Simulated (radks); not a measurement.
**Ionisation of Zn⁺: one atom, several choices of relativity**

An exercise on one series of results from a longer session: the logs are not shown, and one member is left open.

Method: Kohn-Sham, LDA (Slater exchange, Perdew-Wang correlation), spin-unpolarised, spherical densities. Code: radks (a radial shooting solver on a logarithmic mesh, Libxc functionals) version 1.

2 further runs of the same task are left out: 2 set aside as unsound or not needed.

### The system

```
element       : zinc (Z = 30)
charge        : +1
electrons     : 29
configuration : [Ar] 3d10 4s1
ion           : Zn²⁺, [Ar] 3d10
choices       : non-relativistic; scalar-relativistic; Dirac, 2j+1 shares; scalar-relativistic, finite nucleus; Dirac, 2j+1 shares, finite nucleus; Dirac, c × 1.25; Dirac, c × 1.5; Dirac, c × 3
```

Outer shells as boxes (Hund's rule):

Zn⁺
```
[Ar] core
3d [↑↓][↑↓][↑↓][↑↓][↑↓]
4s [↑ ]
```

Zn²⁺
```
[Ar] core
3d [↑↓][↑↓][↑↓][↑↓][↑↓]
```

Set-up of the first run:

Input:

```text
Z 30
configuration [Ar] 3d10 4s1 4p0 5s0
relativity non-relativistic
functional lda,pw
spin unpolarised
nucleus point
```

Among the steps run: non-relativistic: Zn⁺.

One table of the session follows, with a row left open; its other results are not shown here.

It belongs to the step «non-relativistic: Zn⁺». The radial density on a logarithmic grid:

| r (bohr) | 4πr²ρ (e/bohr) |
| --- | --- |
| 0.00195 | 0.7796 |
| 0.00305 | 1.788 |
| 0.00477 | 3.950 |
| 0.00747 | 8.234 |
| 0.0117 | 15.68 |
| 0.0184 | 26.14 |
| 0.0289 | 34.86 |
| 0.0452 | 34.93 |
| 0.0707 | 29.29 |
| 0.111 | 34.57 |
| 0.175 | 41.22 |
| 0.273 | 25.35 |
| 0.428 | 21.03 |
| 0.670 | ? |
| 1.05 | 10.06 |
| 1.65 | 2.470 |
| 2.59 | 0.6519 |
| 4.05 | 0.09220 |

Estimate the missing values for r (bohr) = 0.670.

Worked estimate for «4πr²ρ (e/bohr)». A straight line through the neighbours (0.428, 21.03) and (1.05, 10.06) gives 21.03 + (10.06 − 21.03) × (0.670 − 0.428) / (1.05 − 0.428) = 16.76; a parabola fitted to 4 rows on both sides gives 16.49.

**Answer.** 4πr²ρ (e/bohr): 23.09. In «4πr²ρ (e/bohr)» the line misses by -6.33 and the parabola by -6.60. Between these rows the values bend or scatter more than so simple an estimate can follow.

Limits of these values: Spin polarisation and multiplet splitting of open shells are left out at every level.
